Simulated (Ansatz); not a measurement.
This was printed by a script on Ansatz 0.2.0, Python API, for harmonic frequencies at the relaxed geometry of CH2F2S2Si, SMILES FC1(F)S[SiH2]S1. What did the script look like? Settings (for the species named): PBE, 6-31G* basis, multiplicity 1.

| atom | x (Å) | y (Å) | z (Å) |
| --- | --- | --- | --- |
| F | 1.8474 | 0.0938 | 0.4862 |
| C | 0.7015 | -0.5888 | 0.7809 |
| F | 1.0156 | -1.4736 | 1.7176 |
| S | -0.0230 | -1.3632 | -0.6738 |
| Si | -0.8039 | 0.5961 | -0.8632 |
| S | -0.7509 | 0.4449 | 1.2529 |
| H | 0.2482 | 1.5338 | -1.3624 |
| H | -2.1427 | 0.7000 | -1.3940 |

```console
$ python ch2f2s2si.py
bond        before    after (A)
F0-C1        1.3660   1.3553
C1-F2        1.3262   1.3553
C1-S3        1.8002   1.8680
C1-S5        1.8441   1.8680
S3-Si4       2.1177   2.1562
Si4-S5       2.1222   2.1562
Si4-H6       1.4951   1.4974
Si4-H7       1.4439   1.4974
frequencies (1/cm): 56 260 290 359 384 420 492 529 533 577 620 705 880 964 1078 1117 2194 2204
imaginary modes: 0  zero-point energy: 0.847 eV
T (K)   F_vib (eV)   S_vib (meV/K)   C_vib (meV/K)
 100.0      0.8414        0.1323          0.1781
 200.0      0.8175        0.3584          0.5147
 300.0      0.7686        0.6210          0.7822
 400.0      0.6937        0.8725          0.9628
 500.0      0.5949        1.1015          1.0865
```

One script that gives this output:

`ch2f2s2si.py`
```python
'''Harmonic frequencies of CH2F2S2Si at its relaxed geometry.'''

import ansatz
import numpy as np

BASIS = '6-31G*'
XC = 'pbe'

molecule = (
    ansatz.Crystal.molecule()
    .atom('F', (1.8474, 0.0938, 0.4862))
    .atom('C', (0.7015, -0.5888, 0.7809))
    .atom('F', (1.0156, -1.4736, 1.7176))
    .atom('S', (-0.023, -1.3632, -0.6738))
    .atom('Si', (-0.8039, 0.5961, -0.8632))
    .atom('S', (-0.7509, 0.4449, 1.2529))
    .atom('H', (0.2482, 1.5338, -1.3624))
    .atom('H', (-2.1427, 0.7, -1.394))
)

calc = molecule.calculation().basis(gaussian=BASIS).functional(XC)
symbols = [site.symbol for site in molecule.cartesian_sites]
start = np.array([site.position_ang for site in molecule.cartesian_sites], dtype=float)
summary = calc.relax(force_tolerance=0.003, max_steps=100).run().report
end = np.array(summary['positions_ang'])

print('bond        before    after (A)')
for i, j in [(0, 1), (1, 2), (1, 3), (1, 5), (3, 4), (4, 5), (4, 6), (4, 7)]:
    d0, d1 = (np.linalg.norm(xyz[i] - xyz[j]) for xyz in (start, end))
    print(f'{symbols[i]}{i}-{symbols[j]}{j}'.ljust(10), f'{d0:8.4f} {d1:8.4f}')

# same settings at the minimum
minimum = ansatz.Crystal.molecule()
for symbol, xyz in zip(symbols, end):
    minimum = minimum.atom(symbol, xyz.tolist())
vibrating = (
    minimum.calculation()
    .basis(gaussian=BASIS)
    .functional(XC)
    .phonons(temperatures=(100, 500, 100))
)
vib = vibrating.run().report['vibrations']
sums = vib['harmonic_sums']
modes = [m['omega_inv_cm'] for m in sums['modes_at_gamma'] if m['rigid_motion'] == 'no']
print('frequencies (1/cm):', ' '.join(f'{w:.0f}' for w in modes))
print('imaginary modes:', sum(w < 0 for w in modes), ' zero-point energy:', round(sums['zero_point_energy_ev'], 4), 'eV')
print('T (K)   F_vib (eV)   S_vib (meV/K)   C_vib (meV/K)')
for row in zip(sums['temperatures_k'], sums['vibrational_free_energy_ev'], vib['entropy_ev_per_k'], vib['heat_capacity_ev_per_k']):
    print(f'{row[0]:6.1f} {row[1]:11.4f} {1000 * row[2]:13.4f} {1000 * row[3]:15.4f}')
```

The frequencies are harmonic and unscaled, in a modest basis. The result belongs to the one conformer reached from this start, and soft torsions count as harmonic oscillators. Wall time of the script: 3 min on 1 thread of Arm Neoverse V2 (shared host), peak memory 0.23 GiB.

(Lines on the test bed's own set-up are left out of the output.)
